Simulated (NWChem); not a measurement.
# B3LYP/6-31G(d)/LANL2DZ (core potential, spherical functions) run of C2H6Se (dimethyl selenide)

Wanted: a geometry optimisation of C2H6Se (dimethyl selenide). 

The calculation is run with NWChem 7.3.0.

## 1. The molecule

The species is C2H6Se (9 atoms), meant as a singlet with charge 0. SMILES: `C[Se]C`. Geometry: relaxed at PBE0-D4/def2-TZVP. The run starts from this shape.

Bond lengths: C1–Se2 1.940 Å, Se2–C3 1.940 Å, C1–H4 1.090 Å, C1–H5 1.089 Å, C1–H6 1.090 Å, C3–H7 1.090 Å, C3–H8 1.090 Å, C3–H9 1.089 Å. Some angles: C1–Se2–C3 96.9°, Se2–C1–H4 110.4°, Se2–C1–H5 107.0°, Se2–C1–H6 110.4°, Se2–C3–H7 110.4°, Se2–C3–H8 110.4°, Se2–C3–H9 107.0°, H4–C1–H5 109.3°, H4–C1–H6 110.4°, H5–C1–H6 109.3°.

## 2. A structure relaxation at B3LYP/6-31G(d)/LANL2DZ (core potential, spherical functions)

The input, input.nw:

```
start input
memory total 2200 mb

geometry
  C    -0.594400    0.668400   -1.138000
  Se    1.137100    0.569700   -0.268200
  C     0.625700   -0.672800    1.131400
  H    -0.892600   -0.313800   -1.503200
  H    -0.489400    1.349300   -1.982000
  H    -1.343000    1.060700   -0.450400
  H    -0.158200   -0.242200    1.753800
  H     0.291600   -1.615500    0.699100
  H     1.511500   -0.850200    1.740300
end

basis spherical bse
  * library 6-31G* except Se
  Se library LANL2DZ
end

ecp bse
  Se library LANL2DZ
end

dft
  xc b3lyp
  grid fine
  convergence energy 1e-07
  iterations 100
  mulliken
  print low
end

driver
  maxiter 60
end

freq
  temp 3 298.15 400 700
end

task dft optimize
task dft frequencies
```

Launch:

```console
$ nwchem input.nw > input.out
```

What values should one expect? Wanted: total energy at the end; lowest harmonic wavenumber; highest harmonic wavenumber; zero-point energy.

Answer, from the run:

At B3LYP/6-31G*/LANL2DZ (core potential, spherical functions):

| quantity | value |
| --- | --- |
| total energy at the end | -89.04214 Eh |
| lowest harmonic wavenumber | 143 cm⁻¹ |
| highest harmonic wavenumber | 3181 cm⁻¹ |
| zero-point energy | 197.0 kJ/mol |

**Reading.** At the final geometry: Bond lengths: C1–Se2 1.999 Å, Se2–C3 1.999 Å, C1–H4 1.092 Å, C1–H5 1.092 Å, C1–H6 1.092 Å, C3–H7 1.092 Å, C3–H8 1.092 Å, C3–H9 1.092 Å. Some angles: C1–Se2–C3 96.6°, Se2–C1–H4 110.1°, Se2–C1–H5 106.8°, Se2–C1–H6 110.1°, Se2–C3–H7 110.1°, Se2–C3–H8 110.1°, Se2–C3–H9 106.8°, H4–C1–H5 109.6°, H4–C1–H6 110.6°, H5–C1–H6 109.6°. All 21 modes are real, so the shape is a minimum at this level. The optimisation took 5 steps and changed the energy by -0.054 eV. Mulliken charges run from -0.68 on C1 to +0.20 on H5; they depend strongly on the basis.
